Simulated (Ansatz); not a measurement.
Predict the output of the script below (Ansatz's Python interface).

The script, `run_basis.py`:
```python
"""How the energy of FGeH4Si converges with the basis."""

import warnings

import ansatz as az


def main() -> None:
    warnings.simplefilter("ignore", az.DeckWarning)

    system = (
        az.Crystal.molecule()
        .atom("F", (-1.7997, -1.4465, 0.9329))
        .atom("Ge", (-0.2346, -1.3627, 0.2375))
        .atom("Si", (0.4252, 0.8402, 0.0135))
        .atom("H", (-0.1681, -2.0207, -1.1621))
        .atom("H", (-0.4674, 1.5512, -0.8758))
        .atom("H", (0.4674, 1.4937, 1.3502))
        .atom("H", (1.8384, 0.877, -0.5419))
    )

    job = (
        system.calculation()
        .functional("b3lyp")
        .spin("collinear", total=1)
    )

    energies = {}
    for basis in ["def2-SVP", "def2-SVPD", "def2-TZVP", "def2-TZVPP"]:
        r = job.basis(gaussian=basis).run(threads=1, backend="cpu").report
        size = r["n_frozen"] + r["n_occupied"][0] + r["n_virtual"][0]
        energies[basis] = (r["reference_energy_ev"] / 27.211386246, r["free_energy_ev"] / 27.211386246)
        print(f"{basis:14s} {size:4d} orbitals  reference {energies[basis][0]:14.6f} Ha  total {energies[basis][1]:14.6f} Ha")

    last = energies["def2-TZVPP"][1]
    for basis, (_, total) in energies.items():
        print(f"{basis:14s} lies {27.211386 * (total - last):9.4f} eV above def2-TZVPP")


if __name__ == "__main__":
    main()
```

```console
$ python run_basis.py
def2-SVP         84 orbitals  reference   -2468.358718 Ha  total   -2468.358718 Ha
def2-SVPD       117 orbitals  reference   -2468.374225 Ha  total   -2468.374225 Ha
def2-TZVP       140 orbitals  reference   -2468.856619 Ha  total   -2468.856619 Ha
def2-TZVPP      177 orbitals  reference   -2468.857531 Ha  total   -2468.857531 Ha
def2-SVP       lies   13.5734 eV above def2-TZVPP
def2-SVPD      lies   13.1514 eV above def2-TZVPP
def2-TZVP      lies    0.0248 eV above def2-TZVPP
def2-TZVPP     lies    0.0000 eV above def2-TZVPP
```

Against def2-SVP: def2-SVPD -15.5 mHa, def2-TZVP -497.9 mHa and def2-TZVPP -498.8 mHa. The last step alone is -0.91 mHa (these two sets differ little on atoms other than hydrogen). From the first set to the last the time grows from 2.1 to 5.0 s.

The settings weren't tested for convergence. The geometry is a force-field or estimated start, not a minimum of this method, and the last set is no limit. Much of the fall in a total is atomic energy, which cancels in bond and reaction energies. The species is open-shell (spin multiplicity 2). b3lyp holds the VWN-RPA fit, as in Gaussian; the form of ORCA and Turbomole is b3lyp5. Hardware and time: 15 s on 1 thread of Intel(R) Xeon(R) 6975P-C (Granite Rapids), with other jobs on the host, peak memory 0.55 GiB.
